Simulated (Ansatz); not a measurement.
# Zr3SeS2: the cost of one run

Computed with Ansatz 0.2.0 (DFT PBE, scalar-relativistic, plane waves, PAW, unless a step's input says otherwise).

## (1) The starting structure

The structure is orthorhombic, space group Cmmm (No. 65). The conventional cell has a = 6.554 Å, b = 8.327 Å, c = 4.902 Å, α = 90.00°, β = 90.00°, γ = 90.00°. Zr (site symmetry 2/m) is surrounded by 4 S at 2.96 Å and 2 Zr at 3.28 Å. Around Zr (site symmetry mmm) lie 2 S at 2.32 Å. Around Se (site symmetry mmm) lie 2 S at 1.85 Å. S (site symmetry m2m) has 1 Se at 1.85 Å and 1 Zr at 2.32 Å as nearest neighbours.

As a file:

```cif
data_structure
_symmetry_space_group_name_H-M 'P 1'
_symmetry_Int_Tables_number 1
_cell_length_a 5.2984
_cell_length_b 5.2984
_cell_length_c 4.9018
_cell_angle_alpha 90.000
_cell_angle_beta 90.000
_cell_angle_gamma 103.594
_cell_volume 133.75
loop_
_atom_site_label
_atom_site_type_symbol
_atom_site_fract_x
_atom_site_fract_y
_atom_site_fract_z
_atom_site_occupancy
Zr1 Zr 0.00000 0.50000 0.00000 1
Zr2 Zr 0.50000 0.00000 0.00000 1
Zr3 Zr 0.50000 0.50000 0.50000 1
Se1 Se 0.00000 0.00000 0.50000 1
S1 S 0.22192 0.77808 0.50000 1
S2 S 0.77808 0.22192 0.50000 1
```

Recipe of the guess: random cell by space group and Wyckoff sites (Cmmm, No. 65). The dimensions are guesses.

## (2) A first look at the guess

input.yaml

```yaml
crystal:
  lattice:
    - [3.27679468, -4.16362266, 0.0]
    - [3.27679468, 4.16362266, 0.0]
    - [0.0, 0.0, 4.90175309]
  atoms:
    - { symbol: Zr, position: [0.0, 0.5, 0.0] }
    - { symbol: Zr, position: [0.5, 0.0, 0.0] }
    - { symbol: Zr, position: [0.5, 0.5, 0.5] }
    - { symbol: Se, position: [0.0, 0.0, 0.5] }
    - { symbol: S, position: [0.22192022, 0.77807978, 0.5] }
    - { symbol: S, position: [0.77807978, 0.22192022, 0.5] }
basis:
  ecutwfc: 420
kpoints:
  mp_grid: { grid: [4, 4, 4] }
hamiltonian:
  xc: pbe
scf:
  occupations: { method: gaussian, width: 0.1 }
  lower_state_search: "off"
output:
  forces: true
  stress: true
  eigenvalues: true
```

Run with:

```bash
$ ansatz run input.yaml --threads 1 --pin off --max-ram 2560MiB --backend cpu --events-out ev --progress --plain --runs-dir out
```

What time and memory should one allow on 1 thread of Arm Neoverse V2, shared host?

About 8 s, with a peak of 0.42 GiB.
